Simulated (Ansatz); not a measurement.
# Hf2Sb3Au (element-swapped structure): how the settings move a relaxation

How sensitive is a relaxation of Hf2Sb3Au (element-swapped structure) to its settings? A reference run comes first, then three runs with altered input.

Computed with Ansatz 0.2.0 (reference: DFT PBE, plane waves, PAW, scalar-relativistic, no spin polarisation, unless a step's input says otherwise).

1 further run of the same task is left out (it didn't finish).

**1. The structure to begin with**

It takes space group P-4m2 (No. 115, tetragonal). Conventional cell: a = 4.061 Å, b = 4.061 Å, c = 8.964 Å, α = 90.00°, β = 90.00°, γ = 90.00°. Au (site symmetry -4m2) is surrounded by 4 Sb at 2.87 Å and 4 Hf at 3.12 Å. Hf (site symmetry 2mm) has 7 Sb at 3.07 to 3.16 Å and 2 Au at 3.12 Å as nearest neighbours. Sb (site symmetry -4m2) has 4 Au at 2.87 Å and 4 Hf at 3.12 Å as nearest neighbours. Around Sb (site symmetry 2mm) lie 5 Hf at 3.07 to 3.16 Å.

Structure file:

```xyz
6
Lattice="4.0615 0.0000 0.0000 0.0000 4.0615 0.0000 0.0000 0.0000 8.9644" Properties=species:S:1:pos:R:3 pbc="T T T"
Au    0.0000    0.0000    0.0000
Hf    0.0000    2.0307    6.6023
Hf    2.0307    0.0000    2.3621
Sb    2.0307    2.0307    0.0000
Sb    0.0000    2.0307    3.4378
Sb    2.0307    0.0000    5.5265
```

**2. The reference run**

File input.yaml:

```yaml
crystal:
  lattice:
    - [4.061493, 0.0, 0.0]
    - [0.0, 4.061493, 0.0]
    - [0.0, 0.0, 8.964372]
  atoms:
    - { symbol: Au, position: [0.0, 0.0, 0.0] }
    - { symbol: Hf, position: [0.0, 0.5, 0.7365] }
    - { symbol: Hf, position: [0.5, 0.0, 0.2635] }
    - { symbol: Sb, position: [0.5, 0.5, 0.0] }
    - { symbol: Sb, position: [0.0, 0.5, 0.3835] }
    - { symbol: Sb, position: [0.5, 0.0, 0.6165] }
  symmetry: { tolerance: 0.0003 }
kpoints:
  mp_grid: { grid: [5, 5, 2], shift: [0, 0, 0] }
magnetization:
  spin_polarized: false
scf:
  occupations: { method: fermi_dirac }
hamiltonian:
  pseudopotentials: { kind: paw }
  xc: pbe
basis:
  ecutwfc: 420
output:
  forces: true
  stress: true
  eigenvalues: true
relax:
  max_steps: 40
  cell: {}
```

Started as:

```bash
> ansatz run input.yaml --threads 1 --pin off --max-ram 2560MiB --backend cpu --events-out ev --progress --plain --runs-dir out
```

**3. Changed: mp_grid.shift [0.5, 0.5, 0.5], xc r2scan, hubbard.sites [{species: Hf, l: d, u_eff: 4.0}], hubbard.double_counting fll**

input.yaml, as its differences from that of step 2:

```diff
@@ -14,3 +14,3 @@
 kpoints:
-  mp_grid: { grid: [5, 5, 2], shift: [0, 0, 0] }
+  mp_grid: { grid: [5, 5, 2], shift: [0.5, 0.5, 0.5] }
 magnetization:
@@ -21,3 +21,4 @@
   pseudopotentials: { kind: paw }
-  xc: pbe
+  xc: r2scan
+  hubbard: { sites: [{ species: Hf, l: d, u_eff: 4.0 }], double_counting: fll }
 basis:
@@ -28,2 +29,6 @@
   eigenvalues: true
+  write_density: true
+  write_potential: true
+  elf: true
+  volumetric_format: npy
 relax:
```

**4. Variant: starting moments, spin_polarized true, accuracy high**

File input.yaml:

```yaml
crystal:
  lattice:
    - [4.061493, 0.0, 0.0]
    - [0.0, 4.061493, 0.0]
    - [0.0, 0.0, 8.964372]
  atoms:
    - { symbol: Au, position: [0.0, 0.0, 0.0], spin: 0.2 }
    - { symbol: Hf, position: [0.0, 0.5, 0.7365], spin: 0.2 }
    - { symbol: Hf, position: [0.5, 0.0, 0.2635], spin: 0.2 }
    - { symbol: Sb, position: [0.5, 0.5, 0.0], spin: 0.2 }
    - { symbol: Sb, position: [0.0, 0.5, 0.3835], spin: 0.2 }
    - { symbol: Sb, position: [0.5, 0.0, 0.6165], spin: 0.2 }
  symmetry: { tolerance: 0.0003 }
kpoints:
  mp_grid: { grid: [5, 5, 2], shift: [0, 0, 0] }
magnetization:
  spin_polarized: true
scf:
  occupations: { method: fermi_dirac }
hamiltonian:
  pseudopotentials: { kind: paw }
  xc: pbe
basis:
  ecutwfc: 420
output:
  forces: true
  stress: true
  eigenvalues: true
relax:
  max_steps: 40
  cell: {}
accuracy: high
```

**5. Changing settings: scf.algorithm density_mixing**

input.yaml, as its differences from that of step 2:

```diff
@@ -19,2 +19,3 @@
   occupations: { method: fermi_dirac }
+  algorithm: density_mixing
 hamiltonian:
```

Before running it: what results should come out? Wanted: for each run, ending; energy change; pressure; gap; force.

**Answer**, as computed:

```tsv
run	ending	energy change	pressure (GPa)	gap (eV)	force (eV/Å)	cycles	time
reference	converged	0	0.0	0.00	0.00	48	73 s
1: mp_grid.shift [0.5, 0.5, 0.5], xc r2scan, hubbard.sites [{species: Hf, l: d, u_eff: 4.0}], hubbard.double_counting fll	converged	not comparable	0.0	0.00	0.00	48	79 s
2: starting moments, spin_polarized true, accuracy high	converged	0.0 meV/atom	0.0	0.00	0.00	65	2.5 min
3: scf.algorithm density_mixing	converged	0.0 meV/atom	0.0	0.00	0.00	48	59 s
```

Times don't compare one to one where runs were asked for different outputs or read a saved state (see the inputs); cycles may leave out searches for a lower state.

Of the converged runs whose energies compare with the reference's, none moves it noticeably. Run 1 ran under the cutoff that the potentials recommend, as the log warns, so basis error is mixed into its values. A changed U is a change of model: its shifts are not errors of convergence.

The reference has limits of its own: its mesh is coarse for a cell with so small a gap or none.
